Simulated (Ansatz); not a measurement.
# B2P3: the cost of one run

Program: Ansatz 0.2.0. Level of theory: DFT PBE, scalar-relativistic, plane waves, PAW. These are calculated values, not measurements.

## Step 1: Starting point

It takes space group Cmmm (No. 65, orthorhombic). The conventional cell has a = 5.342 Å, b = 6.736 Å, c = 4.876 Å, α = 90.00°, β = 90.00°, γ = 90.00°. B (site symmetry m2m) is surrounded by 1 B at 2.25 Å. P (site symmetry mm2) is surrounded by 1 P at 1.94 Å. P (site symmetry mmm) is surrounded by 4 B at 2.69 Å and 4 P at 2.84 Å.

Coordinates:

```xyz
5
Lattice="2.6711 -3.3680 0.0000 2.6711 3.3680 0.0000 0.0000 0.0000 4.8756" Properties=species:S:1:pos:R:3 pbc="T T T"
B     2.6711    2.2422    0.0000
B     2.6711   -2.2422    0.0000
P     2.6711    0.0000    3.4089
P     2.6711    0.0000    1.4667
P     0.0000    0.0000    2.4378
```

A structure generator made this guess: random cell by space group and Wyckoff sites (Cmmm, No. 65). Its size is a rough estimate.

## Step 2: The guess as it stands, on a coarse mesh

Contents of input.yaml:

```yaml
crystal:
  lattice:
    - [2.67110825, -3.36802266, 0.0]
    - [2.67110825, 3.36802266, 0.0]
    - [0.0, 0.0, 4.87559868]
  atoms:
    - { symbol: B, position: [0.16712845, 0.83287155, 0.0] }
    - { symbol: B, position: [0.83287155, 0.16712845, 0.0] }
    - { symbol: P, position: [0.5, 0.5, 0.69917884] }
    - { symbol: P, position: [0.5, 0.5, 0.30082116] }
    - { symbol: P, position: [0.0, 0.0, 0.5] }
basis:
  ecutwfc: 420
kpoints:
  mp_grid: { grid: [4, 4, 4] }
hamiltonian:
  xc: pbe
scf:
  occupations: { method: gaussian, width: 0.1 }
  lower_state_search: "off"
output:
  forces: true
  stress: true
  eigenvalues: true
```

Launch:

```bash
ansatz run input.yaml --threads 1 --pin off --max-ram 2560MiB --backend cpu --events-out ev --progress --plain --runs-dir out
```

Q: Estimate wall time and peak memory on 1 thread of Arm Neoverse V1, shared host.

About 2.2 s, with a peak of 0.32 GiB.
